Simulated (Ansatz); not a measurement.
# Cl (diamond type): how the settings move a single-point run

Question: which choices in the input matter for Cl (diamond type)?

Method: reference: DFT, PBEsol, PAW with Ansatz's default frozen-core files, scalar-relativistic, in Ansatz 0.2.0.

1 further run of the same task is left out (it didn't finish). Runs told in other sessions of the task aren't counted.

## 1. The structure to begin with

Symmetry: Fd-3m, No. 227, cubic system. Conventional cell: a = 6.037 Å, b = 6.037 Å, c = 6.037 Å, α = 90.00°, β = 90.00°, γ = 90.00°. Around Cl (site symmetry -43m) lie 4 Cl at 2.61 Å.

As a file:

```cif
data_structure
_symmetry_space_group_name_H-M 'Fd-3m:1'
_symmetry_Int_Tables_number 227
_cell_length_a 6.0368
_cell_length_b 6.0368
_cell_length_c 6.0368
_cell_angle_alpha 90.000
_cell_angle_beta 90.000
_cell_angle_gamma 90.000
_cell_volume 220.00
loop_
_atom_site_label
_atom_site_type_symbol
_atom_site_symmetry_multiplicity
_atom_site_Wyckoff_symbol
_atom_site_fract_x
_atom_site_fract_y
_atom_site_fract_z
_atom_site_occupancy
Cl1 Cl 8 b 0.00000 0.50000 0.00000 1
```

## 2. Baseline

File input.yaml:

```yaml
crystal:
  lattice:
    - [0.0, 3.0184053684, 3.0184053684]
    - [3.0184053684, 0.0, 3.0184053684]
    - [3.0184053684, 3.0184053684, 0.0]
  atoms:
    - { symbol: Cl, position: [-0.125, -0.125, -0.125] }
    - { symbol: Cl, position: [0.125, 0.125, 0.125] }
kpoints:
  mp_grid: { grid: [9, 9, 9] }
scf:
  occupations: { method: fermi_dirac, width: 0.05 }
hamiltonian:
  xc: pbesol
  pseudopotentials: { kind: paw }
output:
  forces: true
  stress: true
  eigenvalues: true
  populations: true
  write_density: true
  write_potential: true
  elf: true
  volumetric_format: npy
```

Command:

```console
$ ansatz run input.yaml --threads 1 --pin off --max-ram 2048MiB --backend cpu --events-out ev --progress --plain --runs-dir out
```

## 3. Changing settings: xc lda, ecutrho_ratio 8

input.yaml: that of step 2 with these lines changed.

```diff
@@ -13,3 +13,3 @@
 hamiltonian:
-  xc: pbesol
+  xc: lda
   pseudopotentials: { kind: paw }
@@ -20,5 +20,3 @@
   populations: true
-  write_density: true
-  write_potential: true
-  elf: true
-  volumetric_format: npy
+basis:
+  ecutrho_ratio: 8
```

What does the calculation give? Wanted: for each run, ending; energy change; pressure; gap; force.

The runs gave:

```csv
run,ending,energy change,pressure (GPa),gap (eV),force (eV/Å),cycles,time
reference,converged,-,3.8,0.00,0.00,6,1.9 s
"1: xc lda, ecutrho_ratio 8",converged,not comparable,2.2,0.00,0.00,6,1.8 s
```

Times don't compare one to one where runs were asked for different outputs or read a saved state (see the inputs); cycles may leave out searches for a lower state.

Residual by cycle in the longest SCF loop of each run; runs are numbered as in the table. The quantity is the density residual dr2, in eV.

```csv
cycle,reference,run 1
1,0.0131,0.019
2,8.4e-4,0.00159
3,5.1e-5,1.2e-5
4,1.2e-7,2.0e-7
5,2.0e-9,1.4e-9
6,1.1e-11,7.3e-12
```

Total energies don't compare across a change of functional; the pressure goes from 3.8 to 2.2 GPa. The numerical grids changed too.
